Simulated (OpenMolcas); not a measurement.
# Mo⁴⁺ among point charges: CASSCF and CASPT2 levels and susceptibility

How does a field of 6 point charges split the states of Mo⁴⁺, and what χT follows?

Program: OpenMolcas 26.06. Level of theory: state-averaged CASSCF and CASPT2, spin-orbit coupling by RASSI with atomic mean-field integrals. These are calculated values, not measurements, unless marked.

### 1 Starting point

```
Species                           : Mo⁴⁺ (molybdenum, Z = 42, 38 electrons)
Basis                             : ANO-RCC-VDZP [6s5p3d1f], 43 functions
Scalar Hamiltonian                : DKH2, point nucleus
Inactive shells                   : 1s 2s 2p 3s 3p 3d 4s 4p
Active space                      : 2 electrons in 5 orbitals (4d)
Some configurations of this space : 4d²
Orbitals                          : optimised for each spin and parity, averaged over all roots
```

The outer shells:

4d2
```
4d [↑ ][↑ ][  ][  ][  ]
```

The ion sits among 6 point charges of -1.7 e arranged as a trigonal antiprism (D3d), 2.17 Å from the ion, with a polar angle of 65.1° against the regular 54.74°.

The work runs as a chain of OpenMolcas steps in one folder; each step below is one input file. Labels, J, g values, rates, χT and fits are worked out afterwards by a script from the matrices that RASSI stores. The input lists half of the charges; inversion (Group=XYZ) makes the rest.

### 2 One- and two-electron integrals

a.inp

```
&GATEWAY
Coord
1

Mo 0.0 0.0 0.0
Basis=ANO-RCC-VDZP
Group=XYZ
NoMove
AngMom=0.0 0.0 0.0
AMFI
XField
3 Angstrom 0
0.000000 1.968849 0.912432 -1.700000
1.705073 -0.984425 0.912432 -1.700000
1.705073 0.984425 -0.912432 -1.700000
&SEWARD
```

Launch:

```console
OMP_NUM_THREADS=1 MOLCAS_MEM=1689 MOLCAS_PROJECT=a pymolcas a.inp > a.log
```

The log of the run:

```text
Basis set label: MO.ANO-RCC...6S5P3D1F.

      Electronic valence basis set:
      ------------------
      Associated Effective Charge  42.000000 au
      Associated Actual Charge     42.000000 au
      Nuclear Model: Point charge

      Shell  nPrim  nBasis  Cartesian Spherical Contaminant
         s      21       6        X
         p      18       5        X
         d      13       3                 X
         f       6       1                 X
                  Relativistic Douglas-Kroll-Hess integrals:
                    - DKH order of Hamiltonian: 2
                    - DKH order of Properties : 0
                  Atomic mean-field integrals
```

### 3 Reference wave functions, triplets of even parity, 10 roots

a.inp

```
&RASSCF
FileOrb=start.orb
Symmetry=1
Spin=3
nActEl=2 0 0
Inactive=9 9
Ras2=5 0
CIRoot=10 10 1
SDav=10
CIMx=300
Iter=120 100
PrWF=0.3
OrbListing=Nothing
MaxOrb=0
>>> COPY $Project.JobIph JOB001
```

start.orb holds the contracted functions of the basis, ordered by shell, or the orbitals of the step before.

The log of the run, cut to the lines that bear on the results:

```text
[...]
      Number of active orbitals                  5
[...]
      Spin quantum number                      1.0
[...]
      Active orbitals                            5   0
[...]
      Number of CSFs                            10
      Number of root(s) required                10
[...]
      Convergence after  9 iterations
[...]
      Natural orbitals and occupation numbers for root  1
      sym 1:   0.951579   0.951579   0.048421   0.048421  -0.000000
      Natural orbitals and occupation numbers for root  2
      sym 1:   0.048421   0.951579   0.951579   0.048421  -0.000000
      Natural orbitals and occupation numbers for root  3
      sym 1:  -0.000000   0.996021   0.996021   0.003979   0.003979
::    RASSCF root number  1 Total energy:  -4052.48626142
::    RASSCF root number  2 Total energy:  -4052.48626140
::    RASSCF root number  3 Total energy:  -4052.48103075
[...]
::    RASSCF root number  7 Total energy:  -4052.42746648
::    RASSCF root number  8 Total energy:  -4052.40239187
::    RASSCF root number  9 Total energy:  -4052.40239184
::    RASSCF root number 10 Total energy:  -4052.35090672
```

### 4 Reference wave functions, singlets of even parity, 15 roots

a.inp

```
&RASSCF
FileOrb=start.orb
Symmetry=1
Spin=1
nActEl=2 0 0
Inactive=9 9
Ras2=5 0
CIRoot=15 15 1
SDav=15
CIMx=300
Iter=120 100
PrWF=0.3
OrbListing=Nothing
MaxOrb=0
>>> COPY $Project.JobIph JOB002
```

The log of the run, cut to the lines that bear on the results:

```text
[...]
      Number of active orbitals                  5
[...]
      Spin quantum number                      0.0
[...]
      Active orbitals                            5   0
[...]
      Number of CSFs                            15
      Number of root(s) required                15
[...]
      Convergence after  7 iterations
[...]
      Natural orbitals and occupation numbers for root  1
      sym 1:   0.015576   0.015576   0.069566   1.829716   0.069566
      Natural orbitals and occupation numbers for root  2
      sym 1:   0.021974   0.022009   0.978121   0.977896   0.000000
      Natural orbitals and occupation numbers for root  3
      sym 1:   0.061745   1.118086   0.000019   0.812390   0.007759
::    RASSCF root number  1 Total energy:  -4052.44697969
::    RASSCF root number  2 Total energy:  -4052.43556490
::    RASSCF root number  3 Total energy:  -4052.43556487
[...]
::    RASSCF root number 12 Total energy:  -4052.36101298
::    RASSCF root number 13 Total energy:  -4052.31920093
::    RASSCF root number 14 Total energy:  -4052.31920093
::    RASSCF root number 15 Total energy:  -4052.24060088
```

### 5 State interaction with spin-orbit coupling

a.inp

```
&RASSI
NrOfJobIphs=2 10 15
1 2 3 4 5 6 7 8 9 10
1 2 3 4 5 6 7 8 9 10 11 12 13 14 15
IphNames
JOB001
JOB002
EJob
SpinOrbit
DIPRint=1.0
SOCoupling=1000.0
Subsets=2
Property=9
'ANGMOM' 1 'ANGMOM' 2 'ANGMOM' 3 'MLTPL  1' 1 'MLTPL  1' 2 'MLTPL  1' 3
'AMFI' 1 'AMFI' 2 'AMFI' 3
SOProperty=3
'ANGMOM' 1 'ANGMOM' 2 'ANGMOM' 3
```

Launch:

```console
OMP_NUM_THREADS=1 MOLCAS_MEM=1689 MOLCAS_PROJECT=a pymolcas a.inp > a.log
```

The log of the run:

```text
SPIN-FREE ENERGIES:
  (Shifted by EMIN (a.u.) =      -4052.4862614201)

 SF State       Relative EMIN(au)   Rel lowest level(eV)    D:o, cm**(-1)      L_eff

     1             0.0000000000        0.0000000000              0.0000         2.7
     2             0.0000000236        0.0000006429              0.0052         2.7
     3             0.0052306679        0.1423337245           1147.9989         3.0
     4             0.0282050848        0.7674994578           6190.3006         2.9
     5             0.0282051062        0.7675000381           6190.3053         2.9
    11             0.0392817273        1.0689102535           8621.3426         3.3
     6             0.0465165391        1.2657795121          10209.2003         3.0
    12             0.0506965154        1.3795224606          11126.5990         3.2
    13             0.0506965532        1.3795234913          11126.6073         3.2
     7             0.0587949380        1.5998917673          12903.9973         2.9
    14             0.0606054429        1.6491581161          13301.3572         2.5
    15             0.0606054496        1.6491582971          13301.3587         2.5
     8             0.0838695529        2.2822067992          18407.2392         1.5
     9             0.0838695799        2.2822075342          18407.2451         1.5
    16             0.0924444560        2.5155417992          20289.2129         3.6
    17             0.0924444660        2.5155420700          20289.2151         3.6
    18             0.0986755737        2.6850991477          21656.7852         2.9
    19             0.1110686382        3.0223316139          24376.7484         3.2
    20             0.1110686420        3.0223317185          24376.7493         3.2
    21             0.1210344534        3.2935152602          26563.9920         3.8
    22             0.1252484436        3.4081837749          27488.8560         4.0
    10             0.1353547049        3.6831891550          29706.9240         1.3
    23             0.1670604927        4.5459475920          36665.5400         3.8
    24             0.1670604933        4.5459476098          36665.5402         3.8
    25             0.2456605364        6.6847637412          53916.2557         0.9
     Dipole printing threshold changed to   1.00000000E+00
Eigenvalues of complex Hamiltonian:
   -----------------------------------
  (Shifted by EMIN (a.u.) =      -4052.4862614201)

 SO State       Relative EMIN(au)   Rel lowest level(eV)    D:o, cm**(-1)     J-value

     1            -0.0047385799        0.0000000000              0.0000         1.8
     2            -0.0031099159        0.0443182069            357.4504         2.0
     3            -0.0031099004        0.0443186284            357.4538         2.0
     4            -0.0010977898        0.0990709470            799.0611         2.4
     5            -0.0010977895        0.0990709535            799.0611         2.4
     6            -0.0005468999        0.1140614255            919.9674         2.6
     7             0.0066856319        0.3108686412           2507.3247         3.1
     8             0.0066856381        0.3108688088           2507.3260         3.1
     9             0.0083294325        0.3555987324           2868.0972         3.4
    10             0.0260890502        0.8388625497           6765.8828         2.8
    11             0.0260890520        0.8388625990           6765.8831         2.8
    12             0.0278180300        0.8859104875           7145.3500         2.8
    13             0.0278180464        0.8859109350           7145.3536         2.8
    14             0.0293147617        0.9266386308           7473.8446         2.5
    15             0.0301786176        0.9501453478           7663.4390         2.4
    16             0.0406194630        1.2342552264           9954.9398         3.2
    17             0.0440875277        1.3286260748          10716.0920         2.0
    18             0.0440875291        1.3286261105          10716.0923         2.0
    19             0.0470495249        1.4092261230          11366.1752         2.1
    20             0.0514071003        1.5278017909          12322.5525         3.0
    21             0.0514071387        1.5278028364          12322.5609         3.0
    22             0.0589227672        1.7323135056          13972.0507         1.8
    23             0.0589227778        1.7323137935          13972.0530         1.8
    24             0.0593935232        1.7451234278          14075.3697         2.4
    25             0.0634426204        1.8553049760          14964.0438         2.0
    26             0.0634426222        1.8553050264          14964.0442         2.0
    27             0.0807174824        2.3253779179          18755.4378         1.5
    28             0.0817150547        2.3525232447          18974.3796         1.5
    29             0.0830457837        2.3887342249          19266.4408         1.9
    30             0.0830458035        2.3887347635          19266.4452         1.9
    31             0.0857978882        2.4636228046          19870.4580         1.8
    32             0.0857978907        2.4636228721          19870.4585         1.8
    33             0.0941549085        2.6910289103          21704.6119         3.0
    34             0.0941549212        2.6910292556          21704.6147         3.0
    35             0.0992515345        2.8297151705          22823.1920         2.7
    36             0.1114576659        3.1618609248          25502.1282         2.7
    37             0.1114576694        3.1618610220          25502.1290         2.7
    38             0.1208964830        3.4187042243          27573.7091         2.8
    39             0.1254433591        3.5424310254          28571.6331         2.8
    40             0.1359177156        3.8274527844          30870.4886         1.9
    41             0.1359225808        3.8275851737          30871.5564         1.6
Weights of the five most important spin-orbit-free states for each spin-orbit state.

 SO State  Total energy (au)           Spin-free states, spin, and weights
 -------------------------------------------------------------------------------------------------------
    1        -0.004739       1 1.0  0.3570    2 1.0  0.3570    3 1.0  0.2605   11 0.0  0.0099    4 1.0  0.0063
    2        -0.003110       1 1.0  0.7400    3 1.0  0.2045    2 1.0  0.0238    5 1.0  0.0137    4 1.0  0.0118
    3        -0.003110       2 1.0  0.7400    3 1.0  0.2045    1 1.0  0.0238    4 1.0  0.0137    5 1.0  0.0118
    4        -0.001098       1 1.0  0.4978    2 1.0  0.4557    5 1.0  0.0233    3 1.0  0.0129   14 0.0  0.0062
    5        -0.001098       2 1.0  0.4978    1 1.0  0.4557    4 1.0  0.0233    3 1.0  0.0129   15 0.0  0.0062
    6        -0.000547       2 1.0  0.4952    1 1.0  0.4951    5 1.0  0.0041    4 1.0  0.0041    6 1.0  0.0013
    7         0.006686       3 1.0  0.7677    1 1.0  0.2142    5 1.0  0.0056   13 0.0  0.0040    4 1.0  0.0039
    8         0.006686       3 1.0  0.7677    2 1.0  0.2142    4 1.0  0.0056   12 0.0  0.0040    5 1.0  0.0039
    9         0.008329       3 1.0  0.7340    2 1.0  0.1287    1 1.0  0.1287   11 0.0  0.0067   21 0.0  0.0006
   10         0.026089       4 1.0  0.5407    5 1.0  0.4036    2 1.0  0.0236   12 0.0  0.0229    6 1.0  0.0038
   11         0.026089       5 1.0  0.5407    4 1.0  0.4037    1 1.0  0.0236   13 0.0  0.0229    6 1.0  0.0038
   12         0.027818       4 1.0  0.8442    5 1.0  0.0701    6 1.0  0.0237    2 1.0  0.0194    1 1.0  0.0171
```

Time for these steps: 4.3 s (1 thread of Arm Neoverse V2, shared host).

States without spin-orbit coupling:

```csv
state,degeneracy,E (cm-1),free-ion L (%)
3E,2,0,F (84)
3A2,1,1148,F (98)
3E,2,6190,F (97)
1A1,1,8621,G (60)
3A1,1,10209,F (100)
1E,2,11127,G (57)
3A2,1,12904,F (91)
1E,2,13301,D (81)
3E,2,18407,P (81)
1E,2,20289,G (78)
1A1,1,21657,D (49)
1E,2,24377,G (56)
1A1,1,26564,G (91)
1A2,1,27489,G (100)
3A2,1,29707,P (89)
1E,2,36666,G (90)
1A1,1,53916,S (86)
```

With spin-orbit coupling:

```json
{"E (cm-1)": "0.0", "Degeneracy": "1", "Label": "A1", "2S+1": "3", "g": ""}
{"E (cm-1)": "357.5", "Degeneracy": "2", "Label": "E", "2S+1": "3", "g": "0.00 0.00 0.93"}
{"E (cm-1)": "799.1", "Degeneracy": "2", "Label": "E", "2S+1": "3", "g": "0.00 0.00 3.60"}
{"E (cm-1)": "920.0", "Degeneracy": "1", "Label": "A2", "2S+1": "3", "g": ""}
{"E (cm-1)": "2507", "Degeneracy": "2", "Label": "E", "2S+1": "3", "g": "0.00 0.00 2.68"}
{"E (cm-1)": "2868", "Degeneracy": "1", "Label": "A1", "2S+1": "3", "g": ""}
{"E (cm-1)": "6766", "Degeneracy": "2", "Label": "E", "2S+1": "3", "g": "0.00 0.00 1.73"}
{"E (cm-1)": "7145", "Degeneracy": "2", "Label": "E", "2S+1": "3", "g": "0.00 0.00 2.71"}
{"E (cm-1)": "7474", "Degeneracy": "1", "Label": "A1", "2S+1": "3", "g": ""}
{"E (cm-1)": "7663", "Degeneracy": "1", "Label": "A2", "2S+1": "3", "g": ""}
{"E (cm-1)": "9955", "Degeneracy": "1", "Label": "A1", "2S+1": "1", "g": ""}
{"E (cm-1)": "10716", "Degeneracy": "2", "Label": "E", "2S+1": "3", "g": "0.00 0.00 0.74"}
{"E (cm-1)": "11366", "Degeneracy": "1", "Label": "A2", "2S+1": "3", "g": ""}
{"E (cm-1)": "12323", "Degeneracy": "2", "Label": "E", "2S+1": "1", "g": "0.00 0.00 0.06"}
{"E (cm-1)": "13972", "Degeneracy": "2", "Label": "E", "2S+1": "3", "g": "0.00 0.00 4.17"}
{"E (cm-1)": "14075", "Degeneracy": "1", "Label": "A1", "2S+1": "3", "g": ""}
{"E (cm-1)": "14964", "Degeneracy": "2", "Label": "E", "2S+1": "1", "g": "0.00 0.00 1.86"}
{"E (cm-1)": "18755", "Degeneracy": "1", "Label": "A1", "2S+1": "3", "g": ""}
{"E (cm-1)": "18974", "Degeneracy": "1", "Label": "A2", "2S+1": "3", "g": ""}
{"E (cm-1)": "19266", "Degeneracy": "2", "Label": "E", "2S+1": "3", "g": "0.00 0.00 1.01"}
{"E (cm-1)": "19870", "Degeneracy": "2", "Label": "E", "2S+1": "3", "g": "0.00 0.00 4.44"}
{"E (cm-1)": "21705", "Degeneracy": "2", "Label": "E", "2S+1": "1", "g": "0.00 0.00 2.40"}
{"E (cm-1)": "22823", "Degeneracy": "1", "Label": "A1", "2S+1": "1", "g": ""}
{"E (cm-1)": "25502", "Degeneracy": "2", "Label": "E", "2S+1": "1", "g": "0.00 0.00 0.25"}
```

Principal g values are given for doublets only; a zero marks a field direction without first-order Zeeman splitting.

Powder χT (cm³ K/mol): 0.00 at 2 K, 0.00 at 5 K, 0.01 at 10 K, 0.01 at 20 K, 0.03 at 50 K, 0.06 at 100 K, 0.09 at 150 K, 0.13 at 200 K, 0.18 at 250 K, 0.22 at 300 K.

Orbitals of the lowest block (energies include the constant potential of the surroundings):

```csv
shell,space,energy (hartree),mean occupation,⟨r²⟩ (bohr²)
1s,inactive,-738.0242,2.000,0.00163
2s,inactive,-106.4654,2.000,0.0277
2p,inactive,-94.9200,6.000,0.0219
3s,inactive,-18.7640,2.000,0.208
3p,inactive,-14.8668,6.000,0.213
3d,inactive,-8.5045,10.000,0.205
4s,inactive,-2.1721,2.000,1.38
4p,inactive,-0.9848,6.000,1.64
4d,RAS2,,2.000,2.78
```

### 6 CASPT2: IPEA 0.25, imaginary shift 0.1 (closed shells correlated: 4s 4p)

a.inp

```
>>> COPY JOB001 $Project.JobIph
&CASPT2
Multistate=10 1 2 3 4 5 6 7 8 9 10
NoMult
Frozen=8 6
IPEA=0.25
Imaginary=0.1
MaxIter=60
WThr=0.0 0.3 0.05
PrWF=0.5
NoMix
>>> COPY JOB002 $Project.JobIph
&CASPT2
Multistate=15 1 2 3 4 5 6 7 8 9 10 11 12 13 14 15
NoMult
Frozen=8 6
IPEA=0.25
Imaginary=0.1
MaxIter=60
WThr=0.0 0.3 0.05
PrWF=0.5
NoMix
```

The log of the run, cut to the lines that bear on the results:

```text
[...]
      Active orbitals                            5   0
[...]
      E2 (Variational):          -0.1869811678
      Total energy:           -4052.6732425879
[...]
::    CASPT2 Root  1     Total energy:  -4052.67324259
::    CASPT2 Root  2     Total energy:  -4052.67335687
[...]
::    CASPT2 Root 12     Total energy:  -4052.55507680
::    CASPT2 Root 13     Total energy:  -4052.51117249
::    CASPT2 Root 14     Total energy:  -4052.51123237
::    CASPT2 Root 15     Total energy:  -4052.45222430
```

This run took 1.4 s in all on 1 thread of Arm Neoverse V2, shared host.

SS-CASPT2: lowest energy less the reference's lowest, -0.1870 hartree; reference weights 0.950 to 0.961.

States without spin-orbit coupling:

```csv
state,degeneracy,E (cm-1),free-ion L (%)
3E,2,0,F (84)
3A2,1,1767,F (98)
3E,2,6630,F (97)
1A1,1,7986,G (60)
1E,2,9822,G (57)
3A1,1,10457,F (100)
1E,2,11598,D (81)
3A2,1,13229,F (91)
3E,2,16700,P (81)
1E,2,18801,G (78)
1A1,1,19616,D (49)
1E,2,22558,G (56)
1A1,1,24691,G (91)
1A2,1,25947,G (100)
3A2,1,28405,P (89)
1E,2,35576,G (90)
1A1,1,48520,S (86)
```

With spin-orbit coupling:

```csv
E (cm-1),Degeneracy,Label,2S+1,g
0,1,A1,3,
340,2,E,3,0.00 0.00 0.64
670,2,E,3,0.00 0.00 3.61
790,1,A2,3,
2870,2,E,3,0.00 0.00 2.92
3210,1,A1,3,
7000,2,E,3,0.00 0.00 1.64
7400,2,E,3,0.00 0.00 2.72
7640,1,A1,3,
7960,1,A2,3,
9330,1,A1,1,
10560,2,E,3,0.00 0.00 0.15
11050,2,E,1,0.00 0.00 0.49
11490,1,A2,3,
12780,2,E,1,0.00 0.00 0.24
14260,1,A1,3,
14720,2,E,3,0.00 0.00 6.24
16900,1,A1,3,
17140,1,A2,3,
17450,2,E,3,0.00 0.00 1.12
18050,2,E,3,0.00 0.00 4.63
20060,2,E,1,0.00 0.00 2.31
20690,1,A1,1,
23570,2,E,1,0.00 0.00 0.25
```

Powder χT (cm³ K/mol): 0.00 at 2 K, 0.00 at 5 K, 0.01 at 10 K, 0.01 at 20 K, 0.03 at 50 K, 0.07 at 100 K, 0.11 at 150 K, 0.17 at 200 K, 0.22 at 250 K, 0.28 at 300 K.

### 7 The methods side by side

A. CASSCF
B. SS-CASPT2, IPEA 0.25, imaginary shift 0.1 (closed shells correlated: 4s 4p)

```csv
method,ground state,first state of that spin (cm-1),first gap with spin-orbit (cm-1),χT at 300 K
A,3E,3A2 1148,357.5,0.22
B,3E,3A2 1767,335.3,0.28
```

### 8 Summary of results

| quantity | value |
| --- | --- |
| method | SS-CASPT2, IPEA 0.25, imaginary shift 0.1 (closed shells correlated: 4s 4p) |
| spin-free ground state | 3E, 2-fold in its orbital part |
| first state of the same spin within the active space | 3A2 at 1770 cm⁻¹ |
| lowest level | 1-fold A1 |
| next level | 335.3 cm⁻¹ |
| χT at 300 K | 0.28 cm³ K/mol |
| effective moment at 300 K | 1.49 μB |

Cost by method:

```csv
method,time of its own steps,time with the reference
A. CASSCF,4.3 s,4.3 s
"B. SS-CASPT2, IPEA 0.25, imaginary shift 0.1, +4s 4p",1.4 s,5.7 s
```

Times are of one thread on a shared host.

In words: The spin-free ground state (3E) comes to 84 % from free-ion F terms and keeps the highest spin of the shell. χT at 300 K is 0.28, against 1.00 cm³ K/mol for the spin alone, so spin-orbit coupling lowers it. CASPT2 does not keep the components of a term degenerate, and the means are used. The field of point charges can differ much from that of real complexes. Point charges carry no covalency, so the field is a model and not that of real ligands.
